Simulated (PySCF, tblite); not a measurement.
# C₅H₁₄FPSi₂: geometry, infrared bands and NMR shifts

Aim: predict the infrared bands and NMR shifts of C₅H₁₄FPSi₂ (`F[Si@@H]([SiH2]P)C1CCCC1`).

Computed with tblite 0.8.0 and PySCF 2.14.0, with density-fitted response routines of our own, on a single molecule in the gas phase. Atoms count from 0, in the outputs and in this text.

**1. The molecule as given**

23 atoms, charge 0, multiplicity 1; geometry from: force field or distance geometry start.

Bonds of the start (Å): F0–Si1 1.62, Si1–Si2 2.31, Si2–P3 2.23, Si1–C4 1.86, C4–C5 1.54, C5–C6 1.52, C6–C7 1.53, C7–C8 1.52, C8–C4 1.53, Si1–H9 1.50, Si2–H10 1.47, Si2–H11 1.49, P3–H12 1.41, P3–H13 1.43, C4–H14 1.10, C5–H15 1.09, C5–H16 1.10, C6–H17 1.09, C6–H18 1.09, C7–H19 1.10, C7–H20 1.09, C8–H21 1.10, C8–H22 1.09.

**2. Geometry optimisation with GFN2-xTB**

What the job is given:

```
{"job": {"kind": "relax", "xc": "GFN2-xTB", "basis": "xTB"}, "charge": 0, "multiplicity": 1}
F      1.442800    -1.595300     1.914800
Si     1.023900    -0.123300     1.384700
Si     2.834800     0.885000     0.370800
P      3.539600    -0.251500    -1.408400
C     -0.383900    -0.332300     0.187100
C     -1.010700     0.961500    -0.366200
C     -2.363900     0.554400    -0.933000
C     -2.670100    -0.819000    -0.340500
C     -1.610200    -1.069200     0.720900
H      0.568000     0.672000     2.567600
H      3.976800     1.024800     1.293700
H      2.449300     2.243300    -0.111000
H      4.762900     0.423300    -1.560400
H      4.103400    -1.349800    -0.694800
H     -0.000600    -0.898000    -0.671100
H     -0.384000     1.437900    -1.116100
H     -1.154300     1.702000     0.439900
H     -3.133700     1.278400    -0.658400
H     -2.334600     0.502600    -2.017300
H     -3.683600    -0.875800     0.073300
H     -2.601800    -1.577800    -1.126500
H     -1.947100    -0.638900     1.677900
H     -1.427700    -2.127200     0.887100
```

Command:

```console
$ OMP_NUM_THREADS=1 python probes_run.py task.json out
```

This one command runs all jobs of the session in turn.

Log:

```text
step      E/eV     max force
  0    -778.51370    1.123
  1    -778.56584    0.496
  2    -778.58607    0.252
  3    -778.59637    0.302
  4    -778.61119    0.359
  5    -778.62086    0.216
  6    -778.62547    0.118
  7    -778.62767    0.100
  8    -778.62956    0.124
  9    -778.63145    0.128
 10    -778.63327    0.090
 11    -778.63475    0.084
 12    -778.63588    0.090
 13    -778.63666    0.072
 14    -778.63714    0.038
 15    -778.63746    0.039
 16    -778.63774    0.040
 17    -778.63799    0.038
 18    -778.63820    0.032
 19    -778.63837    0.030
 20    -778.63850    0.028
 21    -778.63860    0.025
 22    -778.63869    0.025
 23    -778.63881    0.029
 24    -778.63897    0.033
 25    -778.63916    0.036
 26    -778.63933    0.035
 27    -778.63945    0.024
 28    -778.63953    0.024
 29    -778.63961    0.029
 30    -778.63971    0.035
 31    -778.63982    0.037
 32    -778.63995    0.032
 33    -778.64009    0.030
 34    -778.64025    0.025
 35    -778.64040    0.034
 36    -778.64056    0.039
 37    -778.64075    0.040
 38    -778.64094    0.029
 39    -778.64111    0.035
 40    -778.64125    0.037
 41    -778.64140    0.030
 42    -778.64157    0.029
 43    -778.64177    0.031
 44    -778.64199    0.038
 45    -778.64221    0.044
 46    -778.64242    0.039
 47    -778.64261    0.031
 48    -778.64279    0.034
 49    -778.64299    0.036
 50    -778.64324    0.038
 51    -778.64354    0.047
 52    -778.64385    0.037
 53    -778.64409    0.027
 54    -778.64427    0.023
 55    -778.64442    0.028
 56    -778.64460    0.037
 57    -778.64479    0.037
 58    -778.64496    0.031
 59    -778.64511    0.059
 60    -778.64533    0.033
 61    -778.64566    0.029
 62    -778.64580    0.031
 63    -778.64594    0.023
 64    -778.64606    0.022
 65    -778.64624    0.033
 66    -778.64647    0.035
 67    -778.64671    0.036
 68    -778.64690    0.028
 69    -778.64705    0.025
 70    -778.64720    0.032
 71    -778.64732    0.043
 72    -778.64753    0.034
 73    -778.64777    0.026
 74    -778.64802    0.032
 75    -778.64817    0.029
 76    -778.64834    0.028
 77    -778.64851    0.024
 78    -778.64868    0.032
 79    -778.64886    0.031
 80    -778.64905    0.038
 81    -778.64929    0.039
 82    -778.64956    0.031
 83    -778.64979    0.035
 84    -778.64999    0.043
 85    -778.65016    0.041
 86    -778.65036    0.032
 87    -778.65063    0.047
 88    -778.65098    0.052
 89    -778.65131    0.037
 90    -778.65156    0.032
 91    -778.65173    0.041
 92    -778.65182    0.045
 93    -778.65202    0.044
 94    -778.65218    0.035
 95    -778.65260    0.035
 96    -778.65278    0.041
 97    -778.65320    0.041
 98    -778.65357    0.051
 99    -778.65410    0.054
100    -778.65476    0.057
101    -778.65577    0.083
102    -778.65699    0.081
103    -778.65820    0.068
104    -778.65770    0.155
105    -778.65952    0.065
106    -778.66001    0.073
107    -778.66085    0.049
108    -778.66228    0.107
109    -778.66329    0.108
110    -778.66522    0.087
111    -778.66655    0.068
112    -778.66763    0.062
113    -778.66849    0.134
114    -778.66965    0.098
115    -778.67143    0.072
116    -778.67248    0.087
117    -778.67325    0.071
118    -778.67380    0.039
119    -778.67429    0.037
120    -778.67481    0.051
121    -778.67526    0.052
122    -778.67557    0.036
123    -778.67575    0.023
124    -778.67586    0.020
125    -778.67594    0.021
126    -778.67602    0.024
127    -778.67609    0.018
128    -778.67616    0.019
129    -778.67622    0.015
130    -778.67628    0.020
131    -778.67635    0.020
132    -778.67643    0.020
133    -778.67654    0.026
134    -778.67669    0.031
135    -778.67689    0.035
136    -778.67711    0.034
137    -778.67736    0.032
138    -778.67759    0.032
139    -778.67777    0.025
140    -778.67791    0.026
141    -778.67808    0.025
142    -778.67831    0.036
143    -778.67861    0.038
144    -778.67889    0.031
145    -778.67912    0.032
146    -778.67936    0.044
147    -778.67973    0.050
148    -778.68038    0.055
149    -778.68093    0.041
150    -778.68127    0.033
151    -778.68146    0.029
152    -778.68159    0.037
153    -778.68172    0.035
154    -778.68186    0.033
155    -778.68202    0.025
156    -778.68214    0.025
157    -778.68226    0.025
158    -778.68238    0.027
159    -778.68250    0.032
160    -778.68265    0.028
161    -778.68284    0.030
162    -778.68310    0.040
163    -778.68342    0.046
164    -778.68378    0.063
165    -778.68415    0.065
166    -778.68455    0.062
167    -778.68496    0.076
168    -778.68560    0.059
169    -778.68681    0.059
170    -778.68767    0.082
171    -778.68829    0.098
172    -778.68864    0.080
173    -778.68987    0.097
174    -778.69062    0.092
175    -778.69160    0.087
176    -778.69348    0.113
177    -778.69426    0.134
178    -778.69536    0.056
179    -778.69620    0.060
180    -778.69669    0.063
181    -778.69715    0.046
182    -778.69747    0.039
183    -778.69783    0.034
184    -778.69801    0.030
185    -778.69813    0.028
186    -778.69822    0.019
187    -778.69831    0.020
188    -778.69839    0.020
189    -778.69850    0.017
190    -778.69858    0.020
191    -778.69866    0.022
192    -778.69874    0.021
193    -778.69884    0.020
194    -778.69900    0.023
195    -778.69923    0.033
196    -778.69954    0.036
197    -778.69981    0.046
198    -778.70017    0.035
199    -778.70046    0.029
200    -778.70079    0.027
201    -778.70096    0.022
202    -778.70111    0.021
203    -778.70119    0.023
204    -778.70127    0.026
205    -778.70136    0.022
206    -778.70143    0.011
207    -778.70146    0.013
208    -778.70150    0.014
209    -778.70154    0.013
210    -778.70158    0.011
211    -778.70161    0.009
```

Wall time 5.1 s (1 thread of Intel Xeon Platinum 8259CL at 2.50GHz, shared host); peak memory 0.19 GiB.

The steps of the relaxation: (not every step is listed)

```tsv
step	energy from step 0 (eV)	largest force (eV/Å)
0	0.0000	1.1226
1	-0.0521	0.4959
2	-0.0724	0.2521
3	-0.0827	0.3023
4	-0.0975	0.3585
5	-0.1072	0.2158
6	-0.1118	0.1177
7	-0.1140	0.1003
8	-0.1159	0.1242
27	-0.1258	0.0243
46	-0.1287	0.0394
65	-0.1325	0.0325
84	-0.1363	0.0425
103	-0.1445	0.0679
122	-0.1619	0.0361
141	-0.1644	0.0248
160	-0.1689	0.0282
179	-0.1825	0.0598
198	-0.1865	0.0348
206	-0.1877	0.0112
207	-0.1878	0.0134
208	-0.1878	0.0137
209	-0.1878	0.0128
210	-0.1879	0.0110
211	-0.1879	0.0093
```

Distances of close pairs at the start and the end, largest changes first:

```tsv
bond	before (Å)	after (Å)	change (Å)
P3–H13	1.426	1.383	-0.043
Si1–C4	1.860	1.902	+0.042
Si1–H9	1.497	1.464	-0.033
P3–H12	1.405	1.380	-0.026
Si2–H11	1.492	1.470	-0.022
Si2–P3	2.226	2.247	+0.021
C6–C7	1.527	1.542	+0.015
C7–C8	1.521	1.534	+0.013
```

The final coordinates are the input of the step that follows.

**3. Vibrational analysis with GFN2-xTB**

What the job is given:

```
{"job": {"kind": "ir", "xc": "GFN2-xTB", "basis": "xTB"}, "charge": 0, "multiplicity": 1}
F      1.150328    -1.065341     2.676015
Si     0.963178     0.137960     1.602232
Si     3.052005     0.511444     0.680423
P      2.825493     1.360962    -1.387576
C     -0.337091    -0.438095     0.339375
C     -0.787736     0.662669    -0.622471
C     -2.051122     0.095688    -1.279423
C     -2.629173    -0.914459    -0.267978
C     -1.669358    -0.907438     0.928812
H      0.400100     1.189016     2.451159
H      3.918813    -0.678748     0.653400
H      3.822317     1.528082     1.410158
H      4.175069     1.335077    -1.672348
H      2.616925     0.141485    -2.005046
H      0.069118    -1.261632    -0.261141
H     -0.018806     0.922769    -1.352538
H     -1.033372     1.565349    -0.060128
H     -2.763739     0.885018    -1.515536
H     -1.795610    -0.407939    -2.212295
H     -3.640177    -0.646571     0.036201
H     -2.670902    -1.909882    -0.711266
H     -2.012272    -0.194531     1.680727
H     -1.588740    -1.883899     1.403375
```

Log:

```text
mode    cm-1     km/mol
  1      21.0      1.09
  2      29.9      0.30
  3      43.7      0.20
  4      61.9      0.03
  5     107.8      6.43
  6     109.0      2.17
  7     144.2      5.19
  8     153.4      6.87
  9     187.1     11.45
 10     249.7     11.84
 11     305.1      3.54
 12     354.7     26.75
 13     433.5     14.69
 14     471.3     18.16
 15     509.7      8.40
 16     529.5     19.73
 17     599.9    545.72
 18     621.2      1.60
 19     631.1    174.66
 20     672.2     51.28
 21     684.4      8.62
 22     716.5     59.36
 23     760.0     46.78
 24     781.2     71.38
 25     804.7    275.09
 26     833.5     28.76
 27     840.7      4.92
 28     952.0      1.49
 29     965.7      4.92
 30     996.9      1.35
 31    1013.0      0.27
 32    1018.8     12.31
 33    1115.7      0.74
 34    1117.8      4.11
 35    1149.6     18.42
 36    1154.8     12.46
 37    1186.9      0.96
 38    1207.5      1.93
 39    1217.1      1.43
 40    1252.5      1.62
 41    1263.1      0.72
 42    1307.1      0.49
 43    1312.8      0.06
 44    1327.0      0.36
 45    1333.3      4.46
 46    1483.1      0.12
 47    1493.6      0.19
 48    1496.8      0.37
 49    1513.6      0.40
 50    2166.5    204.04
 51    2198.2    169.76
 52    2235.9    296.47
 53    2312.4    121.54
 54    2405.3    143.65
 55    2902.8     36.91
 56    2962.7     31.81
 57    2972.5     23.36
 58    2980.1     31.59
 59    2982.2     11.55
 60    2998.2    119.53
 61    3003.1     27.69
 62    3011.8     77.35
 63    3015.0     45.70
```

Run time: 3.6 s. Hardware: 1 thread of Intel Xeon Platinum 8259CL at 2.50GHz, shared host; peak memory 0.19 GiB.

The strongest bands and the atoms that carry them (share of the mass-weighted mode):

```tsv
cm⁻¹	km/mol	atoms
600	545.7	H11 35 %, H10 24 %, H9 17 %, H12 11 %
631	174.7	H9 57 %, H12 18 %, Si1 13 %
805	275.1	H10 34 %, H11 34 %
2166	204.0	H10 94 %
2198	169.8	H11 93 %
2236	296.5	H9 95 %
2312	121.5	H13 63 %, H12 34 %
2405	143.7	H12 63 %, H13 34 %
```

**4. Shielding tensors: PBE0/pcSseg-1**

Settings changed since step 3:

```diff
@@ -1,2 +1,2 @@
-{"job": {"kind": "ir", "xc": "GFN2-xTB", "basis": "xTB"}, "charge": 0, "multiplicity": 1}
+{"job": {"kind": "nmr", "xc": "PBE0", "basis": "pcSseg-1"}, "charge": 0, "multiplicity": 1}
 F      1.150328    -1.065341     2.676015
```

Method: GIAO PBE0/pcSseg-1 NMR shielding, non-relativistic, gas phase.

Log:

```text
coarse grid: 20072 points
cycle   1  E = -1218.2787118121  dE =  7.555e-01  |g| = 6.464e-01  |ddm| = 4.271e+00
cycle   2  E = -1218.1971850807  dE =  8.153e-02  |g| = 9.662e-01  |ddm| = 1.507e+00
cycle   3  E = -1218.3633510439  dE = -1.662e-01  |g| = 6.264e-02  |ddm| = 9.568e-01
cycle   4  E = -1218.3638619034  dE = -5.109e-04  |g| = 3.708e-02  |ddm| = 9.358e-02
cycle   5  E = -1218.3641584912  dE = -2.966e-04  |g| = 7.722e-03  |ddm| = 4.235e-02
cycle   6  E = -1218.3641715644  dE = -1.307e-05  |g| = 1.829e-03  |ddm| = 1.023e-02
cycle   7  E = -1218.3641723549  dE = -7.905e-07  |g| = 3.803e-04  |ddm| = 2.716e-03
final grid: 178632 points
cycle   8  E = -1218.4228459664  dE = -4.668e-05  |g| = 8.276e-03  |ddm| = 3.373e-02
cycle   9  E = -1218.4228331504  dE =  1.282e-05  |g| = 1.095e-02  |ddm| = 1.767e-02
cycle  10  E = -1218.4228636794  dE = -3.053e-05  |g| = 6.143e-04  |ddm| = 1.019e-02
cycle  11  E = -1218.4228637483  dE = -6.886e-08  |g| = 2.238e-04  |ddm| = 8.631e-04
cycle  12  E = -1218.4228637590  dE = -1.068e-08  |g| = 6.554e-05  |ddm| = 2.774e-04
cycle  13  E = -1218.4228637597  dE = -7.349e-10  |g| = 1.973e-05  |ddm| = 7.664e-05
converged SCF energy = -1218.4228637597

GIAO shielding tensors (ppm)
atom      isotropic    diamagn.    paramagn.     s11        s22        s33       span
  0 F      393.078     467.439     -74.361    356.141    387.101    435.992     79.851
  1 Si     315.571     877.802    -562.230    250.658    315.768    380.288    129.630
  2 Si     446.549     881.007    -434.458    421.335    446.280    472.031     50.696
  3 P      631.786     968.058    -336.272    567.241    598.973    729.143    161.902
  4 C      151.685     254.839    -103.155    122.444    163.355    169.255     46.811
  5 C      157.607     249.349     -91.743    133.522    166.707    172.591     39.069
  6 C      159.703     247.956     -88.254    130.079    170.812    178.217     48.138
  7 C      160.436     248.669     -88.233    132.011    171.584    177.714     45.704
  8 C      152.577     247.468     -94.892    125.802    158.951    172.978     47.176
  9 H       26.270      29.816      -3.547     23.832     24.935     30.042      6.209
 10 H       27.258      29.540      -2.282     23.233     25.210     33.333     10.100
 11 H       27.807      29.007      -1.200     24.028     25.548     33.843      9.816
 12 H       30.510      28.940       1.570     24.555     26.720     40.257     15.702
 13 H       30.781      31.988      -1.207     25.367     29.065     37.911     12.545
 14 H       30.638      35.469      -4.831     26.950     29.425     35.538      8.588
 15 H       30.027      33.109      -3.083     22.425     28.818     38.837     16.412
 16 H       30.910      33.027      -2.117     25.782     30.229     36.720     10.939
 17 H       29.868      29.671       0.197     24.458     27.664     37.480     13.022
 18 H       30.110      30.737      -0.627     24.514     28.507     37.310     12.796
 19 H       29.873      28.718       1.155     24.493     27.359     37.768     13.275
 20 H       30.062      29.734       0.328     24.723     27.756     37.706     12.983
 21 H       30.373      31.465      -1.093     24.482     29.743     36.892     12.410
 22 H       29.499      30.626      -1.127     23.766     28.434     36.297     12.531
```

Wall time 1.8 min (1 thread of Intel Xeon Platinum 8259CL at 2.50GHz, shared host); peak memory 1.1 GiB.

The references, computed at this level on geometries of the same kind, shield at (ppm): ¹H TMS 31.72, ¹³C TMS 186.9, ²⁹Si TMS 349.2, ¹⁹F CFCl3 170.9, ³¹P H3PO4 318.4. Their shielding less the atom's gives the shift. The references are single molecules in the gas phase, so shifts against H2O, NH3, PH3, H3PO4 or CFCl3 are not on the usual liquid scales and can be off by tens of ppm. Atoms listed in one row are averaged.

```tsv
atoms	environment	σ (ppm)	δ (ppm)	δ scaled to CDCl3
C4	sp3 CH bonded to Si	151.7	35.2	32.5
C8	sp3 CH2 in a ring	152.6	34.3	31.6
C5	sp3 CH2 in a ring	157.6	29.3	26.7
C6	sp3 CH2 in a ring	159.7	27.2	24.7
C7	sp3 CH2 in a ring	160.4	26.5	23.9
H9	hydrogen on a silicon bonded to C, F, Si	26.27	5.45	–
H10	hydrogen on a silicon bonded to P, Si	27.26	4.46	–
H11	hydrogen on a silicon bonded to P, Si	27.81	3.91	–
H22	hydrogen on an sp3 CH2 in a ring	29.50	2.22	2.20
H17	hydrogen on an sp3 CH2 in a ring	29.87	1.85	1.85
H19	hydrogen on an sp3 CH2 in a ring	29.87	1.84	1.84
H15	hydrogen on an sp3 CH2 in a ring	30.03	1.69	1.70
H20	hydrogen on an sp3 CH2 in a ring	30.06	1.66	1.67
H18	hydrogen on an sp3 CH2 in a ring	30.11	1.61	1.62
H21	hydrogen on an sp3 CH2 in a ring	30.37	1.34	1.37
H14	hydrogen on an sp3 CH bonded to Si	30.64	1.08	1.12
H12, H13	hydrogen on a phosphorus bonded to Si	30.65	1.07	–
H16	hydrogen on an sp3 CH2 in a ring	30.91	0.81	0.87
F0	fluorine bonded to Si	393.1	-222.1	–
Si1	silicon bonded to C, F, Si, H	315.6	33.6	–
Si2	silicon bonded to P, Si, 2 H	446.5	-97.4	–
P3	phosphorus bonded to Si, 2 H	631.8	-313.4	–
```

The scaled column applies a straight-line fit of computed shieldings to shifts measured in CDCl3, and one for carbons that bear F (root-mean-square error 0.16 ppm for H, 1.9 ppm for C).

Charges from the same density, by scheme (e):

```tsv
atoms	Mulliken	IAO	Hirshfeld	ESP fit
F0	-0.43	-0.55	-0.21	-0.29
Si1	0.90	0.95	0.35	0.31
Si2	0.04	0.23	0.19	0.21
P3	-0.25	-0.10	-0.01	-0.38
C4	-0.62	-0.39	-0.12	0.09
C5	-0.22	-0.25	-0.07	0.14
C6	-0.20	-0.27	-0.07	-0.07
C7	-0.21	-0.27	-0.07	-0.11
C8	-0.18	-0.25	-0.07	-0.07
```

Mayer bond orders: F0–Si1 0.90, Si1–Si2 0.87, Si2–P3 0.98, Si1–C4 0.86, C4–C5 1.00, C5–C6 1.04, C6–C7 1.02, C7–C8 1.04, C8–C4 1.00.

Ring of atoms C4, C5, C6, C7, C8: NICS(0) -6.2, NICS(1) -4.5, NICS(1)zz -4.8 ppm (means of both faces).

**5. Results**

| quantity | value |
| --- | --- |
| strongest single infrared mode (GFN2-xTB) | 600 cm⁻¹, 546 km/mol |
| zero-point energy (GFN2-xTB) | 109.6 kcal/mol |
| ¹³C shifts against TMS (PBE0/pcSseg-1) | 35.2, 34.3, 29.3, 27.2, 26.5 ppm |
| ¹H shifts against TMS (PBE0/pcSseg-1, means over atoms taken as alike) | 5.45, 4.46, 3.91, 2.22, 1.85, 1.84, 1.69, 1.66, 1.61, 1.34, 1.08, 1.07, 0.81 ppm |
| ¹⁹F shifts against CFCl3 (PBE0/pcSseg-1) | -222.1 ppm |
| ²⁹Si shifts against TMS (PBE0/pcSseg-1) | 33.6, -97.4 ppm |
| ³¹P shifts against H3PO4 (PBE0/pcSseg-1) | -313.4 ppm |

Relaxing lowered the energy by 0.188 eV in 211 steps; the close pair that moved most is P3–H13, from 1.426 to 1.383 Å. No mode is imaginary among the 63: a minimum at this level. The strongest single mode, at 600 cm⁻¹, is spread over several atoms, H11, H10, H9, H12 among them. Unscaled tight-binding wavenumbers are off by several per cent, some by more. Its intensities can rank the bands wrongly. At PBE0/pcSseg-1: The widest tensor belongs to P3: span 162 ppm, with a paramagnetic part of -336 ppm.
